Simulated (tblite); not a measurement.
# C2H12SSi4: the cost of one run

Programs: tblite 0.8.0 and PySCF 2.14.0, with density-fitted response routines of our own. Each step states its level of theory. These are calculated values for one molecule in the gas phase, unless marked as measured. Atoms are numbered from 0 throughout.

### Step 1. The starting structure

19 atoms, charge 0, multiplicity 1; geometry from: force field or distance geometry start.

Bonds of the start (Å): C0–Si1 1.85, Si1–Si2 2.25, Si2–Si3 2.25, Si2–Si4 2.20, Si4–C5 1.91, C5–S6 1.85, S6–Si2 2.14, C0–H7 1.09, C0–H8 1.10, C0–H9 1.09, Si1–H10 1.48, Si1–H11 1.49, Si3–H12 1.50, Si3–H13 1.49, Si3–H14 1.48, Si4–H15 1.49, Si4–H16 1.49, C5–H17 1.09, C5–H18 1.09.

### Step 2. Optimising the geometry with GFN2-xTB

The job: settings as JSON, then the geometry in Å.

```
{"job": {"kind": "relax", "xc": "GFN2-xTB", "basis": "xTB"}, "charge": 0, "multiplicity": 1}
C     -2.463700    -1.510500     0.770600
Si    -1.972500     0.256700     0.544300
Si     0.088600     0.419500    -0.332500
Si     0.677600     2.542600    -0.788200
Si     1.639100    -0.714900     0.743800
C      2.245500    -1.079800    -1.033700
S      0.572900    -1.034900    -1.831200
H     -2.489100    -2.036400    -0.179600
H     -3.468900    -1.577900     1.208900
H     -1.793700    -2.046100     1.441500
H     -2.964200     0.945800    -0.305900
H     -1.991500     0.931200     1.875700
H      0.628600     3.358200     0.467400
H      2.073500     2.589300    -1.303900
H     -0.224800     3.171000    -1.779500
H      1.155100    -1.919200     1.475800
H      2.600300     0.086900     1.552400
H      2.933700    -0.323300    -1.422100
H      2.743600    -2.048900    -1.111300
```

The run is started by

```sh
OMP_NUM_THREADS=1 python probes_run.py task.json out
```

One launch serves the whole session: the jobs run in the order shown.

**Question.** How long does this first job take on 1 thread of Arm Neoverse N1, shared host, and how much memory does it need?

About 3 s, with a peak of 0.18 GiB.
